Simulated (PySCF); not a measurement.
# IrH6O6 (-2): ligand-field states, spin distribution, part 2 of 2

PySCF 2.14.0. Atoms count from 0. Earlier steps stand in the parts before.

## (7) Spin distribution: unrestricted DFT, spin states

Job settings and geometry (Å):

```
{"job": {"kind": "spin", "xc": "PBE0"}, "charge": -2, "metal": "Ir", "open_shell": "d5"}
Ir     0.000000     0.000000     0.000000
O      0.001897     1.978716     0.144764
H      0.016407     2.023554     1.116955
O     -0.001897    -1.978716    -0.144764
H     -0.016407    -2.023554    -1.116955
O      0.008839     0.149235     2.039802
H      0.946404     0.127037     2.267914
O     -0.008839    -0.149235    -2.039802
H     -0.946404    -0.127037    -2.267914
O      1.989042     0.001902     0.008596
H      2.248066     0.098214    -0.916827
O     -1.989042    -0.001902    -0.008596
H     -2.248066    -0.098214     0.916827
```

Level: unrestricted DFT energies of the spin multiplicities at one geometry, beside CASSCF and NEVPT2 of the metal shell.

Log:

```text
multiplicity 6
final grid: 115072 points
cycle   1  E = -18282.5186136788  dE = -6.186e-02  |g| = 2.532e-01  |ddm| = 7.092e-01
cycle   2  E = -18282.4979666638  dE =  2.065e-02  |g| = 2.949e-01  |ddm| = 5.431e-01
cycle   3  E = -18282.5287593729  dE = -3.079e-02  |g| = 1.401e-01  |ddm| = 3.819e-01
cycle   4  E = -18282.5331901643  dE = -4.431e-03  |g| = 1.042e-02  |ddm| = 8.947e-02
cycle   5  E = -18282.5332231806  dE = -3.302e-05  |g| = 7.377e-03  |ddm| = 1.872e-02
cycle   6  E = -18282.5332481537  dE = -2.497e-05  |g| = 1.654e-03  |ddm| = 1.227e-02
cycle   7  E = -18282.5332502630  dE = -2.109e-06  |g| = 8.894e-04  |ddm| = 5.893e-03
cycle   8  E = -18282.5332507827  dE = -5.197e-07  |g| = 3.365e-04  |ddm| = 3.469e-03
converged SCF energy = -18282.5332507827
multiplicity 4
final grid: 115072 points
cycle   1  E = -18282.6469071345  dE = -7.444e-02  |g| = 2.696e-01  |ddm| = 7.236e-01
cycle   2  E = -18282.6344106770  dE =  1.250e-02  |g| = 2.548e-01  |ddm| = 4.472e-01
cycle   3  E = -18282.6529329846  dE = -1.852e-02  |g| = 1.518e-01  |ddm| = 3.431e-01
cycle   4  E = -18282.6598872770  dE = -6.954e-03  |g| = 1.889e-02  |ddm| = 1.180e-01
cycle   5  E = -18282.6600490379  dE = -1.618e-04  |g| = 9.590e-03  |ddm| = 3.081e-02
cycle   6  E = -18282.6601737651  dE = -1.247e-04  |g| = 4.974e-03  |ddm| = 5.461e-02
cycle   7  E = -18282.6602301848  dE = -5.642e-05  |g| = 2.663e-03  |ddm| = 3.094e-02
cycle   8  E = -18282.6602894835  dE = -5.930e-05  |g| = 2.386e-03  |ddm| = 4.648e-02
cycle   9  E = -18282.6603203076  dE = -3.082e-05  |g| = 1.579e-03  |ddm| = 3.089e-02
cycle  10  E = -18282.6603499613  dE = -2.965e-05  |g| = 9.420e-04  |ddm| = 4.593e-02
cycle  11  E = -18282.6603592419  dE = -9.281e-06  |g| = 2.268e-04  |ddm| = 3.479e-02
cycle  12  E = -18282.6603598188  dE = -5.768e-07  |g| = 1.469e-04  |ddm| = 7.752e-03
converged SCF energy = -18282.6603598188
multiplicity 2
final grid: 115072 points
cycle   1  E = -18282.7736995690  dE = -7.234e-02  |g| = 2.862e-01  |ddm| = 5.853e-01
cycle   2  E = -18282.7666189411  dE =  7.081e-03  |g| = 2.689e-01  |ddm| = 3.028e-01
cycle   3  E = -18282.7761851525  dE = -9.566e-03  |g| = 1.288e-01  |ddm| = 2.300e-01
cycle   4  E = -18282.7820418909  dE = -5.857e-03  |g| = 1.589e-02  |ddm| = 1.007e-01
cycle   5  E = -18282.7821324049  dE = -9.051e-05  |g| = 4.125e-03  |ddm| = 1.576e-02
cycle   6  E = -18282.7821504461  dE = -1.804e-05  |g| = 1.684e-03  |ddm| = 8.741e-03
cycle   7  E = -18282.7821563148  dE = -5.869e-06  |g| = 1.044e-03  |ddm| = 4.716e-03
cycle   8  E = -18282.7821610345  dE = -4.720e-06  |g| = 5.439e-04  |ddm| = 5.210e-03
cycle   9  E = -18282.7821645606  dE = -3.526e-06  |g| = 2.481e-04  |ddm| = 7.461e-03
cycle  10  E = -18282.7821649186  dE = -3.579e-07  |g| = 2.787e-04  |ddm| = 2.134e-03
converged SCF energy = -18282.7821649186
```

It took 90 s on 1 thread of Arm Neoverse V2, shared host; peak memory 1 GiB.

## (8) Ligand-field states: state-averaged CASSCF (basis x2c-TZVPall) in water

The job, as its differences from that of step 7:

```diff
@@ -1,2 +1,2 @@
-{"job": {"kind": "spin", "xc": "PBE0"}, "charge": -2, "metal": "Ir", "open_shell": "d5"}
+{"job": {"kind": "lf", "basis": "x2c-TZVPall", "nevpt": true, "solvent": "water"}, "charge": -2, "metal": "Ir", "open_shell": "d5"}
 Ir     0.000000     0.000000     0.000000
```

Level: state-averaged CASSCF of the metal d shell, SC-NEVPT2 on the averaged canonical orbitals, state-interaction spin-orbit coupling.

Log:

```text
basis functions 303, electrons 133, active (5e, 5o)
stage 1: DIIS on the effective Fock matrix, level shift 0.30
cycle   1  E = -18272.3523363399  dE = -1.827e+04  max|g| = 2.915e+00
cycle   2  E = -18275.3363123028  dE = -2.984e+00  max|g| = 1.783e+00
cycle   3  E = -18278.6638003893  dE = -3.327e+00  max|g| = 1.031e+00
cycle   4  E = -18279.6511125723  dE = -9.873e-01  max|g| = 1.156e-01
cycle   5  E = -18279.6844349836  dE = -3.332e-02  max|g| = 3.752e-02
cycle   6  E = -18279.6880264956  dE = -3.592e-03  max|g| = 9.872e-03
cycle   7  E = -18279.6885164650  dE = -4.900e-04  max|g| = 6.764e-03
cycle   8  E = -18279.6886579686  dE = -1.415e-04  max|g| = 4.763e-03
cycle   9  E = -18279.6887101760  dE = -5.221e-05  max|g| = 3.357e-03
cycle  10  E = -18279.6887284131  dE = -1.824e-05  max|g| = 2.392e-03
cycle  11  E = -18279.6887376541  dE = -9.241e-06  max|g| = 1.552e-03
cycle  12  E = -18279.6887415226  dE = -3.869e-06  max|g| = 9.835e-04
cycle  13  E = -18279.6887429003  dE = -1.378e-06  max|g| = 6.037e-04
cycle  14  E = -18279.6887434252  dE = -5.249e-07  max|g| = 3.551e-04
cycle  15  E = -18279.6887436268  dE = -2.016e-07  max|g| = 1.944e-04
cycle  16  E = -18279.6887436941  dE = -6.724e-08  max|g| = 1.019e-04
cycle  17  E = -18279.6887437160  dE = -2.199e-08  max|g| = 5.064e-05
cycle  18  E = -18279.6887437211  dE = -5.017e-09  max|g| = 2.442e-05
cycle  19  E = -18279.6887437223  dE = -1.193e-09  max|g| = 1.171e-05
cycle  20  E = -18279.6887437226  dE = -3.056e-10  max|g| = 5.622e-06
converged average energy = -18279.6887437226

 mult deg   label        CASSCF/cm-1   NEVPT2/cm-1
   2   1   2Ag                 0.0           0.0
   2   1   2Ag              4322.8        7017.8
   2   1   2Ag              6218.8       10701.6
   4   1   4Ag             23468.1       28826.4
   4   1   4Ag             25300.4       32005.8
   4   1   4Ag             28833.5       33418.4
   4   1   4Ag             26684.7       36493.4
   2   1   2Ag             33610.3       36532.5
   2   1   2Ag             32558.2       37178.0
   4   1   4Ag             31043.7       37264.2
   2   1   2Ag             34410.2       40157.7
   2   1   2Ag             35702.9       40331.2
   2   1   2Ag             37444.2       41486.7
   2   1   2Ag             37743.6       43457.0
   2   1   2Ag             36123.6       44469.5
   2   1   2Ag             39877.2       45082.3
   2   1   2Ag             42475.1       45084.6
   2   1   2Ag             40031.3       45405.6
   2   1   2Ag             38988.1       45444.8
   2   1   2Ag             42048.4       46414.1
   4   1   4Ag             38948.9       46444.3
   2   1   2Ag             45265.4       49535.7
   2   1   2Ag             48658.6       53883.7
   6   1   6Ag             40884.7       55592.4
   2   1   2Ag             51778.7       57346.3
   2   1   2Ag             52427.9       58260.0
   2   1   2Ag             56260.1       60676.9
   4   1   4Ag             58434.5       66960.1
   4   1   4Ag             59170.3       68512.4
   2   1   2Ag             62349.2       69318.7
   4   1   4Ag             60614.4       70102.7
   4   1   4Ag             58808.0       70411.6
   4   1   4Ag             60494.6       71030.8
   4   1   4Ag             63097.6       73629.8
   4   1   4Ag             63637.5       73851.4
   4   1   4Ag             64573.5       74960.1
   2   1   2Ag             68249.8       75594.6
   2   1   2Ag             70693.2       75688.0
   2   1   2Ag             67741.5       77029.8
   2   1   2Ag             69461.0       77693.1
   2   1   2Ag             69924.8       78171.2
   2   1   2Ag             72413.2       78818.4
   2   1   2Ag             73551.0       78922.1
   2   1   2Ag             72251.6       80606.7
   2   1   2Ag             73084.4       80817.6
   2   1   2Ag             72156.7       80968.6
   4   1   4Ag             75899.5       81669.9
   2   1   2Ag             73927.5       82033.7
   2   1   2Ag             74633.2       82791.4
   2   1   2Ag             75306.5       82791.6
   2   1   2Ag             77360.7       84127.7
   2   1   2Ag             77367.6       84338.3
   4   1   4Ag             74284.3       84746.0
   2   1   2Ag             78963.3       85305.4
   2   1   2Ag             79646.2       85679.0
   2   1   2Ag             77666.4       86007.8
   4   1   4Ag             75610.1       86527.2
   2   1   2Ag             80467.9       87553.4
   4   1   4Ag             77991.2       90583.7
   2   1   2Ag             92236.1       92100.3

spin-orbit levels / cm-1
      0.00  x2  2Ag 0.78 2Ag 0.10 2Ag 0.06
   8601.93  x2  2Ag 0.69 2Ag 0.15 2Ag 0.10
  13342.43  x2  2Ag 0.78 2Ag 0.15
  29167.58  x2  4Ag 0.69 4Ag 0.12 4Ag 0.07
  30857.41  x2  4Ag 0.86 4Ag 0.05
  31671.91  x2  4Ag 0.31 4Ag 0.31 2Ag 0.10
  33786.36  x2  4Ag 0.73 4Ag 0.09 4Ag 0.04
  35181.35  x2  4Ag 0.61 4Ag 0.14 4Ag 0.04
  35958.27  x2  4Ag 0.38 4Ag 0.31 4Ag 0.07
  37209.72  x2  2Ag 0.27 4Ag 0.20 4Ag 0.15
  38345.47  x2  4Ag 0.51 2Ag 0.19 2Ag 0.08
  38675.83  x2  4Ag 0.68 2Ag 0.04 4Ag 0.04
  39320.86  x2  2Ag 0.39 4Ag 0.21 4Ag 0.15
  39997.78  x2  4Ag 0.47 2Ag 0.22 2Ag 0.12
  40524.02  x2  4Ag 0.44 2Ag 0.19 2Ag 0.14
  41518.75  x2  2Ag 0.41 4Ag 0.14 2Ag 0.11
  42834.59  x2  2Ag 0.32 2Ag 0.14 2Ag 0.10
  44451.90  x2  2Ag 0.19 2Ag 0.16 2Ag 0.12
  45282.29  x2  2Ag 0.30 2Ag 0.24 4Ag 0.12
  46530.12  x2  2Ag 0.20 2Ag 0.18 4Ag 0.16
  46761.15  x2  2Ag 0.30 2Ag 0.12 4Ag 0.11
  48074.19  x2  2Ag 0.26 2Ag 0.13 2Ag 0.10
  48411.03  x2  2Ag 0.15 2Ag 0.15 2Ag 0.14
  48826.36  x2  2Ag 0.44 2Ag 0.09 4Ag 0.09
  49514.68  x2  4Ag 0.25 2Ag 0.13 2Ag 0.13
  50838.05  x2  4Ag 0.37 2Ag 0.19 2Ag 0.14
  51400.49  x2  2Ag 0.30 4Ag 0.24 2Ag 0.13
  52411.64  x2  2Ag 0.44 4Ag 0.24 2Ag 0.08
  57685.82  x2  2Ag 0.84 6Ag 0.05
  58902.40  x2  6Ag 0.90
```

Wall time 71 s (1 thread of Arm Neoverse V2, shared host); peak memory 1.6 GiB.

Warnings kept with the result: strongly covalent, metal-shell active space is small for this complex.

In short:

```csv
quantity,value
spin-orbit constant ζ,3871 cm⁻¹
```

Powder susceptibility:

| T (K) | χT (cm³ K/mol) | μ(eff) |
| --- | --- | --- |
| 2 | 0.463 | 1.92 |
| 20 | 0.464 | 1.93 |
| 100 | 0.471 | 1.94 |
| 300 | 0.487 | 1.97 |

## (9) Ligand-field states: state-averaged CASSCF (avg hs) in water

The job, as its differences from that of step 8:

```diff
@@ -1,2 +1,2 @@
-{"job": {"kind": "lf", "basis": "x2c-TZVPall", "nevpt": true, "solvent": "water"}, "charge": -2, "metal": "Ir", "open_shell": "d5"}
+{"job": {"kind": "lf", "basis": {"metal": "x2c-TZVPall", "ligand": "x2c-SVPall"}, "nevpt": true, "solvent": "water", "avg": "hs"}, "charge": -2, "metal": "Ir", "open_shell": "d5"}
 Ir     0.000000     0.000000     0.000000
```

Method: state-averaged CASSCF of the metal d shell, SC-NEVPT2 on the averaged canonical orbitals, state-interaction spin-orbit coupling.

Log:

```text
basis functions 195, electrons 133, active (5e, 5o)
stage 1: DIIS on the effective Fock matrix, level shift 0.30
cycle   1  E = -18273.5806711292  dE = -1.827e+04  max|g| = 2.937e+00
cycle   2  E = -18276.6148902378  dE = -3.034e+00  max|g| = 1.623e+00
cycle   3  E = -18278.9269390890  dE = -2.312e+00  max|g| = 7.113e-01
cycle   4  E = -18279.2670051699  dE = -3.401e-01  max|g| = 6.350e-02
cycle   5  E = -18279.2778887472  dE = -1.088e-02  max|g| = 3.562e-02
cycle   6  E = -18279.2795691410  dE = -1.680e-03  max|g| = 1.701e-02
cycle   7  E = -18279.2802720693  dE = -7.029e-04  max|g| = 1.303e-02
cycle   8  E = -18279.2804026228  dE = -1.306e-04  max|g| = 6.914e-03
cycle   9  E = -18279.2804827357  dE = -8.011e-05  max|g| = 4.506e-03
cycle  10  E = -18279.2805068987  dE = -2.416e-05  max|g| = 2.977e-03
cycle  11  E = -18279.2805118334  dE = -4.935e-06  max|g| = 1.829e-03
cycle  12  E = -18279.2805132412  dE = -1.408e-06  max|g| = 1.536e-03
cycle  13  E = -18279.2805125654  dE =  6.758e-07  max|g| = 1.893e-03
cycle  14  E = -18279.2805106006  dE =  1.965e-06  max|g| = 2.567e-03
cycle  15  E = -18279.2805033354  dE =  7.265e-06  max|g| = 3.855e-03
cycle  16  E = -18279.2804733284  dE =  3.001e-05  max|g| = 6.825e-03
cycle  17  E = -18279.2803568185  dE =  1.165e-04  max|g| = 1.277e-02
cycle  18  E = -18279.2798785044  dE =  4.783e-04  max|g| = 2.524e-02
cycle  19  E = -18279.2777784381  dE =  2.100e-03  max|g| = 5.224e-02
cycle  20  E = -18279.2689385207  dE =  8.840e-03  max|g| = 1.058e-01
stage 2: quasi-Newton rotations from the point of smallest gradient
cycle  22  E = -18279.2805189500  dE = -5.709e-06  max|g| = 6.547e-04
cycle  23  E = -18279.2805206578  dE = -1.708e-06  max|g| = 3.038e-04
cycle  24  E = -18279.2805208347  dE = -1.769e-07  max|g| = 8.476e-05
cycle  25  E = -18279.2805208538  dE = -1.909e-08  max|g| = 1.991e-05
cycle  26  E = -18279.2805208555  dE = -1.746e-09  max|g| = 1.044e-05
cycle  27  E = -18279.2805208558  dE = -2.437e-10  max|g| = 3.453e-06
converged average energy = -18279.2805208558

 mult deg   label        CASSCF/cm-1   NEVPT2/cm-1
   2   1   2Ag                 0.0           0.0
   2   1   2Ag              4340.7        6441.5
   2   1   2Ag              6518.7        9773.6
   4   1   4Ag             23515.9       30149.2
   4   1   4Ag             25369.3       32916.1
   4   1   4Ag             28779.8       34888.1
   4   1   4Ag             26803.9       36715.9
   4   1   4Ag             31390.0       38542.5
   2   1   2Ag             33350.6       38949.5
   2   1   2Ag             34518.7       38968.0
   2   1   2Ag             35228.0       41499.2
   2   1   2Ag             36828.6       42855.9
   2   1   2Ag             38387.0       43387.4
   2   1   2Ag             36980.2       44609.8
   2   1   2Ag             38848.2       44931.3
   2   1   2Ag             40981.3       46357.4
   2   1   2Ag             40030.8       46897.4
   2   1   2Ag             41147.2       47024.3
   2   1   2Ag             43736.8       47229.1
   4   1   4Ag             39110.7       47386.7
   2   1   2Ag             43458.9       48271.4
   2   1   2Ag             46771.6       51433.2
   2   1   2Ag             50089.0       55362.5
   6   1   6Ag             40188.0       57184.8
   2   1   2Ag             53066.8       59018.4
   2   1   2Ag             53646.6       59628.3
   2   1   2Ag             57737.8       62704.2
   4   1   4Ag             59540.9       71018.4
   4   1   4Ag             60135.9       71043.4
   2   1   2Ag             64020.9       71314.1
   4   1   4Ag             59720.1       72526.0
   4   1   4Ag             61862.5       73212.2
   4   1   4Ag             61313.6       73671.1
   4   1   4Ag             64205.7       76367.4
   4   1   4Ag             64983.0       76674.2
   4   1   4Ag             65819.4       77595.6
   2   1   2Ag             70119.9       78954.0
   2   1   2Ag             72953.0       79968.2
   2   1   2Ag             69392.8       80591.9
   2   1   2Ag             71277.8       81216.6
   2   1   2Ag             71718.0       81782.1
   2   1   2Ag             74386.2       82504.6
   2   1   2Ag             75707.1       83080.1
   2   1   2Ag             74247.5       83713.0
   2   1   2Ag             75085.8       83979.1
   2   1   2Ag             74134.6       84195.0
   2   1   2Ag             76031.9       85294.0
   4   1   4Ag             77105.0       85314.5
   2   1   2Ag             76719.5       85995.7
   2   1   2Ag             77474.8       86085.0
   4   1   4Ag             75982.9       87397.8
   2   1   2Ag             79844.6       87808.3
   2   1   2Ag             79675.6       88027.1
   2   1   2Ag             79529.4       88756.7
   2   1   2Ag             81468.2       88768.0
   4   1   4Ag             77324.2       88978.9
   2   1   2Ag             82333.1       89122.0
   2   1   2Ag             82471.4       90990.0
   4   1   4Ag             79479.6       92594.7
   2   1   2Ag             92072.9       95488.1

spin-orbit levels / cm-1
      0.00  x2  2Ag 0.75 2Ag 0.12 2Ag 0.07
   8446.66  x2  2Ag 0.65 2Ag 0.19 2Ag 0.11
  12881.94  x2  2Ag 0.76 2Ag 0.17
  30473.49  x2  4Ag 0.63 4Ag 0.14 4Ag 0.09
  32422.75  x2  4Ag 0.84 4Ag 0.07
  33040.42  x2  4Ag 0.32 4Ag 0.26 4Ag 0.14
  35016.68  x2  4Ag 0.73 4Ag 0.07 4Ag 0.05
  36781.05  x2  4Ag 0.60 4Ag 0.11 4Ag 0.07
  37577.27  x2  4Ag 0.44 4Ag 0.24 4Ag 0.08
  38560.11  x2  4Ag 0.40 4Ag 0.14 2Ag 0.10
  39539.06  x2  4Ag 0.66 4Ag 0.06 4Ag 0.04
  39699.94  x2  4Ag 0.32 2Ag 0.32 4Ag 0.14
  41338.09  x2  4Ag 0.41 4Ag 0.23 2Ag 0.22
  41817.13  x2  4Ag 0.38 2Ag 0.27 2Ag 0.08
  42241.01  x2  2Ag 0.33 4Ag 0.23 2Ag 0.15
  43409.53  x2  2Ag 0.26 2Ag 0.26 4Ag 0.19
  44736.26  x2  2Ag 0.30 2Ag 0.17 2Ag 0.14
  46166.29  x2  2Ag 0.18 2Ag 0.16 4Ag 0.14
  47138.19  x2  2Ag 0.31 4Ag 0.23 2Ag 0.14
  48249.02  x2  2Ag 0.31 2Ag 0.17 4Ag 0.17
  48470.46  x2  2Ag 0.27 2Ag 0.19 2Ag 0.09
  49976.37  x2  2Ag 0.24 2Ag 0.12 2Ag 0.12
  50201.93  x2  2Ag 0.16 2Ag 0.16 2Ag 0.12
  50694.89  x2  2Ag 0.57 4Ag 0.09 2Ag 0.07
  51302.93  x2  4Ag 0.31 2Ag 0.19 2Ag 0.13
  52712.74  x2  4Ag 0.27 2Ag 0.20 2Ag 0.14
  53337.09  x2  2Ag 0.28 4Ag 0.23 2Ag 0.22
  54423.80  x2  2Ag 0.54 4Ag 0.16 2Ag 0.08
  59534.25  x2  2Ag 0.85 6Ag 0.04
  60895.64  x2  6Ag 0.90
```

Run time: 35 s. Hardware: 1 thread of Arm Neoverse V2, shared host; peak memory 0.97 GiB.

Warnings kept with the result: strongly covalent, metal-shell active space is small for this complex.

From this job:

| quantity | value |
| --- | --- |
| spin-orbit constant ζ | 4049 cm⁻¹ |

Powder susceptibility:

| T (K) | χT (cm³ K/mol) | μ(eff) |
| --- | --- | --- |
| 2 | 0.474 | 1.95 |
| 20 | 0.476 | 1.95 |
| 100 | 0.483 | 1.97 |
| 300 | 0.502 | 2.00 |

## (10) The runs side by side

From the NEVPT2 states (cm⁻¹; the spread is that of the fitted one-electron ligand-field levels):

```csv
step,setting,ground state,next state,orbital spread,Racah B,ζ,"μ(eff), 300 K"
3,as given,2Ag,2Ag at 6945,47293,653,3882,1.98
8,basis x2c-TZVPall,2Ag,2Ag at 7018,45536,634,3871,1.97
9,avg hs,2Ag,2Ag at 6442,47033,683,4049,2.00
```

## (11) Summary of results

What follows sums up all 2 parts.

| quantity | value |
| --- | --- |
| point group | Ci |
| rotational constants (main isotopes) | 1.98, 1.79, 1.66 GHz |
| spin-orbit constant ζ (step 3, state-averaged CASSCF in water) | 3882 cm⁻¹ |
| ground multiplicity, μ(eff) at 300 K (step 3, 6 donors at 1.98 to 2.05 Å) | 2, 1.98 μB |
| ground multiplicity, μ(eff) at 300 K (step 8, 6 donors at 1.98 to 2.05 Å) | 2, 1.97 μB |
| ground multiplicity, μ(eff) at 300 K (step 9, 6 donors at 1.98 to 2.05 Å) | 2, 2.00 μB |

**Reading.** Relaxing lowered the energy by 1.522 eV in 27 steps; the close pair that moved most is Ir0–O7, from 1.959 to 2.045 Å. In step 3, χT goes from 0.46 at 2 K to 0.49 cm³ K/mol at 300 K: nearly flat, so one level governs the whole range. The bonding is strongly covalent, and an active space of the metal's shell alone is small for it, so these values are rough.
